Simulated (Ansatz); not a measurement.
Write a Python script for Ansatz 0.2.0, Python API that makes a check of forces and pressure against finite differences of AlRh (distorted cell). Level of theory (first run): LDA, PAW, cutoff 540 eV, 7×7×7 k-points, Methfessel-Paxton smearing of 0.1 eV.

```yaml
crystal:
  lattice:
    - [2.97732, 0.00000, 0.00000]
    - [0.00000, 2.97732, 0.00000]
    - [0.00000, 0.00000, 2.97732]
  atoms:
    - { symbol: Al, position: [0.02814, 0.03480, 0.98849] }
    - { symbol: Rh, position: [0.51358, 0.40832, 0.48647] }
```

The script, `alrh_fdcheck.py`:
```python
import warnings

import ansatz as az
import numpy as np

VECTORS = np.array([
    [2.97732, 0.0, 0.0],
    [0.0, 2.97732, 0.0],
    [0.0, 0.0, 2.97732],
])
SITES = [
    ('Al', (0.02814, 0.0348, 0.98849)),
    ('Rh', (0.51358, 0.40832, 0.48647)),
]


def on_lattice(cell):
    crystal = az.Crystal(lattice=az.Lattice.of(cell))
    for symbol, position in SITES:
        crystal = crystal.atom(symbol, position)
    return crystal

warnings.simplefilter('ignore', az.DeckWarning)

def solve(crystal):
    return (
        crystal.calculation()
        .functional('lda')
        .occupations('methfessel_paxton', width=0.1)
        .basis(540, xc_grid=2)
        .kpoints(7, 7, 7)
        .scf(tolerance=1e-09)
        .forces()
        .stress()
        .run(threads=1)
    ).report


centre = solve(on_lattice(VECTORS))
start = on_lattice(VECTORS)
print(f'force on atom 0 along z: analytic {centre["forces_ev_ang"][0][2]:.4f} eV/A')
for h in (0.005, 0.02):
    shift = np.eye(3)[2] * h @ np.linalg.inv(VECTORS)
    plus, minus = (solve(start.move(0, to=np.array(SITES[0][1]) + sign * shift))['lagrangian_ev'] for sign in (1, -1))
    print(f'  step {h} A: numerical {-(plus - minus) / (2 * h):.4f} eV/A')
volume = abs(np.linalg.det(VECTORS))
larger, smaller = (solve(on_lattice(VECTORS * (1 + sign * 0.005) ** (1 / 3)))['lagrangian_ev'] for sign in (1, -1))
numerical = -(larger - smaller) / (0.01 * volume) * 160.21766
print(f'pressure: analytic {np.trace(centre["stress_gpa"]) / 3:.3f}, numerical {numerical:.3f} GPa')
```

```console
$ python alrh_fdcheck.py
force on atom 0 along z: analytic -0.0546 eV/A
  step 0.005 A: numerical -0.0546 eV/A
  step 0.02 A: numerical -0.0546 eV/A
pressure: analytic 4.005, numerical 4.008 GPa
```

Caveats:
- The run is spin-unpolarised.
- The mesh is modest for a metal, so energies can be off by several to tens of meV an atom and pressures by half a GPa or more; differences at equal mesh fare better.
- The program warned that this SCF threshold is loose for forces or stresses.
- Pressure is positive in compression.
- The cell is a database structure, distorted on purpose.
- The central difference errs as the square of the step, so the shorter step is the fairer test; what remains comes from the finite grid and the SCF threshold.
- The script silences the warnings on its input, which a real study should read.
- Run time: 44 s on 1 thread of Arm Neoverse V2 (shared host), peak memory 0.45 GiB.
